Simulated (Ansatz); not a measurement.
## Li, space group P6/mmm: the spin response to a magnetic field

Run with Ansatz 0.2.0 through its Python package.

`li.cif`
```cif
data_Li
_cell_length_a 4.948867
_cell_length_b 4.948867
_cell_length_c 2.888843
_cell_angle_alpha 90.00000
_cell_angle_beta 90.00000
_cell_angle_gamma 120.00000
_symmetry_space_group_name_H-M 'P 1'
_symmetry_Int_Tables_number 1
loop_
_symmetry_equiv_pos_as_xyz
'x, y, z'
loop_
_atom_site_label
_atom_site_type_symbol
_atom_site_fract_x
_atom_site_fract_y
_atom_site_fract_z
Li1 Li    0.000000    0.000000    0.000000
Li2 Li    0.666667    0.333333    0.500000
Li3 Li    0.333333    0.666667    0.500000
```

The script, `run_zeeman.py`:
```python
# -*- coding: utf-8 -*-
"""Response of the spins of Li to a Zeeman field."""

import warnings

import ansatz as az
from ase.io import read
import numpy as np
import pandas as pd


def main():
    warnings.simplefilter("ignore", az.DeckWarning)

    atoms = read("li.cif")
    xtal = az.Crystal.from_ase(atoms)

    setup = (
        xtal.calculation()
        .functional("PBEsol")
        .kpoints(4, 4, 6)
        .occupations("methfessel_paxton", width=0.01)
        .scf(max_iterations=60, extra_bands=8)
        .basis(380)
        .initial_density(normalization="cell")
        .spin("collinear")
    )
    # the field acts on the spins alone; such large fields lift the response over the noise
    rows = []
    for tesla in [0, 100, 200, 400]:
        r = (setup.magnetic_field(tesla) if tesla else setup).run(threads=1, pin="off").report
        rows.append((tesla, r["magnetization_mub"], r["free_energy_ev"], r["components"].get("e_zeeman", 0.0)))
    print(pd.DataFrame(rows, columns=["B (T)", "moment muB", "F eV", "Zeeman term eV"]).round(4).to_string(index=False))
    slope = np.polyfit([row[0] for row in rows], [row[1] for row in rows], 1)[0]
    print(f"dM/dB = {1000 * slope:.4f} muB per 1000 T per cell")


if __name__ == "__main__":
    main()
```

Running `python run_zeeman.py` prints:
```text
RunWarning: this spin-polarised run has no starting moment large enough to seed its density, so its SCF can try parallel moments of its own, which can die out, and starts no order whose moments cancel. Behind that start scf.lower_state_search: light tries no [...]
 B (T)  moment muB      F eV  Zeeman term eV
     0         0.0 -608.9908             0.0
   100         0.0 -608.9908             0.0
   200         0.0 -608.9908             0.0
   400         0.0 -608.9908             0.0
dM/dB = 0.0000 muB per 1000 T per cell
```
(Warnings from the package without file and line, shortened.)

Notes:
- The settings weren't tested for convergence.
- The cutoff lies under the one recommended for these potentials.
- For a metal this k-point mesh is coarse: on a finer one energies can move by several to tens of meV an atom and pressures by half a GPa or more, differences at one mesh by less.
- This isn't the structure that Li takes at ambient conditions.
- Orbital magnetism is left out. The response of a metal hangs strongly on mesh and smearing, and a straight-line fit holds only where the moment is linear in the field.
- The script silences the warnings on its input, which a real study should read.
- Timing: 7.9 s on 1 thread of Arm Neoverse V1 (shared host), peak memory 0.41 GiB.

(A comment or docstring line of the script was reworded after the run, the code is as it ran; lines on the test bed's own set-up are left out of the output.)
